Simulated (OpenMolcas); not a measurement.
**One shape, several levels: triplet C2H6FIn**

Aim: a comparison of 6 runs (UHF/def2-SVP, U-r2SCAN/def2-SVP, U-revPBE/def2-SVP, UM06-2X/def2-SVP, USVWN5/def2-SVP, ROMP2/def2-SVP) of triplet C2H6FIn. 

Program for the calculation: OpenMolcas 26.06.

### 1 The structure to begin with

The species is C2H6FIn (10 atoms), meant as a triplet with charge 0. SMILES of the parent species: `C[CH](F)[InH2]`. The coordinates come from a PBE0-D4/def2-TZVP relaxation. That shape belongs to the parent species and isn't relaxed for this state.

Bond lengths: C1–C2 1.503 Å, C2–F3 1.414 Å, C2–In4 2.197 Å, C1–H5 1.095 Å, C1–H6 1.092 Å, C1–H7 1.094 Å, C2–H8 1.094 Å, In4–H9 1.729 Å, In4–H10 1.726 Å. Some angles: C1–C2–F3 108.7°, C1–C2–In4 116.7°, F3–C2–In4 102.3°, C1–C2–H8 110.5°, F3–C2–H8 105.8°, In4–C2–H8 111.9°, C2–C1–H5 111.0°, C2–C1–H6 111.9°, C2–C1–H7 109.8°, C2–In4–H9 117.1°.

### 2 A single-point energy at UHF/def2-SVP (core potential) (run 1)

File input.xyz:

```xyz
10

C     -0.140800     1.253600    -0.575200
C      0.633800     0.180000     0.137200
F      0.870200     0.597100     1.467800
In    -0.385200    -1.745500     0.423800
H      0.391300     2.210500    -0.541500
H     -1.131900     1.397600    -0.139100
H     -0.271900     0.979300    -1.626600
H      1.621200     0.055100    -0.315800
H     -2.079900    -1.696200     0.762700
H      0.493100    -3.231500     0.406600
```

File test.input:

```
* C2H6FIn Hartree-Fock
>>> EXPORT MOLCAS_PRINT=2
&GATEWAY
BASLIB=$CurrDir
COORD=input.xyz
BASIS=def2-SVP
GROUP=NoSym
&SEWARD
&SCF
UHF
SPIN=3
THRESHOLDS=1e-10 1e-07 1e-07 1e-05
PRORBITALS=1
```

The basis set def2-SVP is read from a file made from the Basis Set Exchange's data (not shown).

Launch:

```bash
export MOLCAS_MEM=1860
pymolcas test.input > test.log
```

Standard output:

```text
--- Start Module: gateway ---
[...]
--- Stop Module: gateway /rc=_RC_ALL_IS_WELL_ ---
--- Start Module: seward ---
[...]
      Basis functions           98
--- Stop Module: seward /rc=_RC_ALL_IS_WELL_ ---
[...]
--- Start Module: scf ---
[...]
       Convergence after  60 Iterations
[...]
::    Total SCF energy                               -367.5383721910
[...]
      Total spin, S                                     1.0048250794
[...]
      Total electronic charge=   48.000000
      Total            charge=   -0.000000
[...]
      Dipole Moment (debye):
      Origin of the operator (angstrom)=   -0.1391   -1.0510    0.4261
                   X=  1.7098E+00               Y=  4.1816E+00               Z= -1.8019E+00           Total=  4.8638E+00
      Quadrupole Moment (debye*angstrom):
[...]
--- Stop Module: scf /rc=_RC_ALL_IS_WELL_ ---
[...]
```

Wall time 45 s (1 thread of AMD EPYC 7R43 (Zen 3), shared host); peak memory 0.54 GiB.

### 3 A single-point energy at U-r2SCAN/def2-SVP (core potential) (run 2)

File mol.inp:

```
* C2H6FIn Kohn-Sham DFT
>>> EXPORT MOLCAS_PRINT=2
&GATEWAY
BasLib=$CurrDir
Coord
10
bohr
C     -0.26607344     2.36896067    -1.08697047
C      1.19770842     0.34015070     0.25927042
F      1.64443967     1.12835547     2.77374001
In    -0.72792250    -3.29851695     0.80086593
H      0.73944983     4.17723960    -1.02328670
H     -2.13898100     2.64108123    -0.26286090
H     -0.51381653     1.85060879    -3.07382851
H      3.06362399     0.10412391    -0.59677551
H     -3.93044137    -3.20535345     1.44129412
H      0.93182395    -6.10664997     0.76836264
Basis=def2-SVP
Group=NoSym
&SEWARD
GridInput
Grid=UltraFine
End of Grid
&SCF
UHF
Spin=3
KSDFT=2
1.0 MGGA_X_R2SCAN
1.0 MGGA_C_R2SCAN
Thresholds=1e-10 1e-07 1e-07 1e-05
PrOrbitals=1 1
```

The basis set def2-SVP is read from a file made from the Basis Set Exchange's data (not shown).

Launch:

```bash
export MOLCAS_MEM=1860
pymolcas mol.inp > mol.log
```

Standard output:

```text
--- Start Module: gateway ---
[...]
--- Stop Module: gateway /rc=_RC_ALL_IS_WELL_ ---
--- Start Module: seward ---
[...]
      Basis functions           98
--- Stop Module: seward /rc=_RC_ALL_IS_WELL_ ---
[...]
--- Start Module: scf ---
[...]
       Convergence after  28 Iterations
[...]
::    Total KS-DFT energy                            -369.4512210494
[...]
      Total spin, S                                     1.0019804409
[...]
      Total electronic charge=   48.000000
      Total            charge=   -0.000000
[...]
      Dipole Moment (debye):
      Origin of the operator (angstrom)=   -0.1391   -1.0510    0.4261
                   X=  1.2635E+00               Y=  3.6013E+00               Z= -1.7374E+00           Total=  4.1934E+00
      Quadrupole Moment (debye*angstrom):
[...]
--- Stop Module: scf /rc=_RC_ALL_IS_WELL_ ---
[...]
```

It took 2.7 min on 1 thread of AMD EPYC 7R43 (Zen 3), shared host; peak memory 0.54 GiB.

### 4 A single-point energy at U-revPBE/def2-SVP (core potential) (run 3)

File coord.xyz:

```xyz
10

C     -0.140800     1.253600    -0.575200
C      0.633800     0.180000     0.137200
F      0.870200     0.597100     1.467800
In    -0.385200    -1.745500     0.423800
H      0.391300     2.210500    -0.541500
H     -1.131900     1.397600    -0.139100
H     -0.271900     0.979300    -1.626600
H      1.621200     0.055100    -0.315800
H     -2.079900    -1.696200     0.762700
H      0.493100    -3.231500     0.406600
```

File mol.inp:

```
&GATEWAY
 BasLib = $CurrDir
 Coord = coord.xyz
 Basis = def2-SVP
 Group = NoSym

&SEWARD
 GridInput
 Grid=UltraFine
 End of Grid

&SCF
 UHF
 Spin = 3
 KSDFT = revPBE
 Thresholds = 1e-10 1e-07 1e-07 1e-05
 PrOrbitals = 1 2
```

The basis set def2-SVP is read from a file made from the Basis Set Exchange's data (not shown).

Launch:

```bash
export MOLCAS_MEM=1860
pymolcas mol.inp > mol.log
```

Standard output:

```text
--- Start Module: gateway ---
[...]
--- Stop Module: gateway /rc=_RC_ALL_IS_WELL_ ---
--- Start Module: seward ---
[...]
      Basis functions           98
--- Stop Module: seward /rc=_RC_ALL_IS_WELL_ ---
[...]
--- Start Module: scf ---
[...]
       Convergence after  31 Iterations
[...]
::    Total KS-DFT energy                            -369.4684755465
[...]
      Total spin, S                                     1.0009147579
[...]
      Total electronic charge=   48.000000
      Total            charge=   -0.000000
[...]
      Dipole Moment (debye):
      Origin of the operator (angstrom)=   -0.1391   -1.0510    0.4261
                   X=  1.2397E+00               Y=  3.5289E+00               Z= -1.5761E+00           Total=  4.0589E+00
      Quadrupole Moment (debye*angstrom):
[...]
--- Stop Module: scf /rc=_RC_ALL_IS_WELL_ ---
[...]
```

Wall time 2.1 min (1 thread of AMD EPYC 7R43 (Zen 3), shared host); peak memory 0.54 GiB.

Runs 4 to 5 aren't shown in full; the table further down has their settings and results.

### 5 The energy at ROMP2/def2-SVP (core potential) (run 6)

coord.xyz is that of step 4.

File job.inp:

```
* C2H6FIn ROMP2

&GATEWAY
  BasLib
  $CurrDir
  Coord
  coord.xyz
  Basis
  def2-SVP
  Group
  NoSym

&SEWARD

&SCF
  UHF
  Spin
  3
  Thresholds
  1e-10 1e-07 1e-07 1e-05
  PrOrbitals
  1

&RASSCF
  FileOrb
  $Project.UnaOrb
  Spin
  3
  Nactel
  2 0 0
  Inactive
  23
  Ras2
  2
  OutOrbitals
  Canonical
  OrbListing
  Nothing

&CASPT2
  IPEA
  0.0
  Frozen
  7
```

The basis set def2-SVP is read from a file made from the Basis Set Exchange's data (not shown).

Launch:

```bash
export MOLCAS_MEM=1860
pymolcas job.inp > job.log
```

Standard output:

```text
--- Start Module: gateway ---
[...]
--- Stop Module: gateway /rc=_RC_ALL_IS_WELL_ ---
[...]
      Basis functions           98
[...]
       Convergence after  60 Iterations
[...]
::    Total SCF energy                               -367.5383721910
[...]
      Total spin, S                                     1.0048250794
[...]
--- Start Module: rasscf ---
[...]
      Number of active orbitals                  2
[...]
      Spin quantum number                      1.0
[...]
      Active orbitals                            2
[...]
      Number of CSFs                             1
[...]
      Number of root(s) required                 1
[...]
      Convergence after 12 iterations
[...]
      printout of CI-coefficients larger than  0.05 for root  1
      energy=    -367.533686
      conf/sym  11     Coeff  Weight
             1  uu   1.00000 1.00000
      Natural orbitals and occupation numbers for root  1
      sym 1:   1.000000   1.000000
      ************************************************************************************************************************
      *                                                    Final results                                                     *
[...]
::    RASSCF root number  1 Total energy:   -367.53368599
[...]
      Total electronic charge=   48.000000
      Total            charge=   -0.000000
[...]
      Dipole Moment (debye):
      Origin of the operator (angstrom)=   -0.1391   -1.0510    0.4261
                   X=  1.7173E+00               Y=  4.1530E+00               Z= -1.6914E+00           Total=  4.8018E+00
      Quadrupole Moment (debye*angstrom):
[...]
--- Stop Module: rasscf /rc=_RC_ALL_IS_WELL_ ---
[...]
      E2 (Variational):          -0.5664575432
      Total energy:            -368.1001435373
[...]
      Reference weight:           0.83830
[...]
::    CASPT2 Root  1     Total energy:   -368.10014354
[...]
```

Run time: 60 s. Hardware: 1 thread of AMD EPYC 7R43 (Zen 3), shared host; peak memory 0.54 GiB.

### 6 All runs side by side

```tsv
run	level	integration grid	frozen core orbitals	energy (Eh)	dipole moment (D)	HOMO energy (eV)	⟨S²⟩	wall time
1	UHF/def2-SVP (core potential)	–	–	-367.538372	4.86	-5.24	2.014	45 s
2	U-r2SCAN/def2-SVP (core potential)	UltraFine	–	-369.451221	4.19	-3.02	2.006	2.7 min
3	U-revPBE/def2-SVP (core potential)	UltraFine	–	-369.468476	4.06	-2.71	2.003	2.1 min
4	UM06-2X/def2-SVP (core potential)	UltraFine	–	-369.306289	4.54	-4.34	2.005	2.5 min
5	USVWN5/def2-SVP (core potential)	UltraFine	–	-367.767496	3.96	-2.84	2.001	72 s
6	ROMP2/def2-SVP (core potential)	–	7	-368.100144	–	–	–	60 s
```

### 7 Summary of results

| quantity | value |
| --- | --- |
| run 6: total energy | -368.10014 Eh |

**Reading.** Over runs 1, 2, 3, 4, 5 the dipole moment (its size) runs from 3.96 D (USVWN5/def2-SVP) to 4.86 D (UHF/def2-SVP). Totals of different functionals can't be ranked against each other. All runs together took 10 min, the longest 2.7 min.
